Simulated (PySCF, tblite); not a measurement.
**C4H5F3OSi: geometry, infrared bands and NMR shifts**

What infrared bands and NMR shifts should C4H5F3OSi (`FC(F)=C(F)/C=C\O[SiH3]`) show?

The runs use tblite 0.8.0 and PySCF 2.14.0, with density-fitted response routines of our own; the level of theory stands in each step. All values are computed, except where a source is named. Atoms count from 0, in the outputs and in this text.

### Step 1. The starting structure

14 atoms, charge 0, multiplicity 1; geometry from: force field or distance geometry start.

Bonds of the start (Å): F0–C1 1.35, C1–F2 1.34, C1–C3 1.34, C3–F4 1.37, C3–C5 1.44, C5–C6 1.35, C6–O7 1.38, O7–Si8 1.66, C5–H9 1.08, C6–H10 1.08, Si8–H11 1.48, Si8–H12 1.49, Si8–H13 1.49.

### Step 2. Geometry optimisation with GFN2-xTB

Job settings and geometry (Å):

```
{"job": {"kind": "relax", "xc": "GFN2-xTB", "basis": "xTB"}, "charge": 0, "multiplicity": 1}
F     -3.846600    -0.025100     1.342000
C     -3.086300    -0.132200     0.232500
F     -3.654700    -0.344800    -0.956600
C     -1.752000    -0.039600     0.342700
F     -1.225200     0.156300     1.587100
C     -0.845600    -0.157200    -0.770100
C      0.496700    -0.070800    -0.713300
O      1.199500     0.135800     0.455900
Si     2.858400     0.221000     0.457800
H     -1.300400    -0.322500    -1.737700
H      1.092400    -0.171000    -1.610200
H      3.421000    -1.041400    -0.077000
H      3.345500     0.450700     1.846500
H      3.296500     1.340100    -0.421800
```

On the command line:

```bash
> OMP_NUM_THREADS=1 python probes_run.py task.json out
```

One launch serves the whole session: the jobs run in the order shown.

**Question.** This job is followed by: GFN2-xTB harmonic vibrations, gas phase; GIAO PBE0/pcSseg-1 NMR shielding, non-relativistic, gas phase. What will the session give for the following? strongest single infrared mode (GFN2-xTB); zero-point energy (GFN2-xTB); 13C shifts against TMS (PBE0/pcSseg-1); 1H shifts against TMS (PBE0/pcSseg-1, means over atoms taken as alike); 19F shifts against CFCl3 (PBE0/pcSseg-1); 17O shifts against H2O (PBE0/pcSseg-1); 29Si shifts against TMS (PBE0/pcSseg-1).

The runs gave:

| quantity | value |
| --- | --- |
| strongest single infrared mode (GFN2-xTB) | 822 cm⁻¹, 443 km/mol |
| zero-point energy (GFN2-xTB) | 49.2 kcal/mol |
| 13C shifts against TMS (PBE0/pcSseg-1) | 166.8, 146.9, 138.5, 102.8 ppm |
| 1H shifts against TMS (PBE0/pcSseg-1, means over atoms taken as alike) | 6.42, 5.17, 5.06 ppm |
| 19F shifts against CFCl3 (PBE0/pcSseg-1) | -111.0, -124.6, -198.0 ppm |
| 17O shifts against H2O (PBE0/pcSseg-1) | 100.1 ppm |
| 29Si shifts against TMS (PBE0/pcSseg-1) | -35.1 ppm |

**Reading.** The optimisation took 53 steps and gained 0.300 eV; among the close pairs (by a distance rule), C6–O7 changed most, from 1.380 to 1.324 Å. The lowest mode is imaginary (21i cm⁻¹), so the xTB geometry is not a minimum. The strongest single mode, at 822 cm⁻¹, moves mainly H13 and H11. Unscaled tight-binding wavenumbers are off by several per cent, some by more. Its intensities can rank the bands wrongly. The most deshielded hydrogen is H10 (hydrogen on an alkene carbon bearing oxygen), at 6.42 ppm: attached to an sp2 carbon and in the plane of the double bond. At PBE0/pcSseg-1: The widest tensor belongs to O7: span 246 ppm, with a paramagnetic part of -165 ppm.
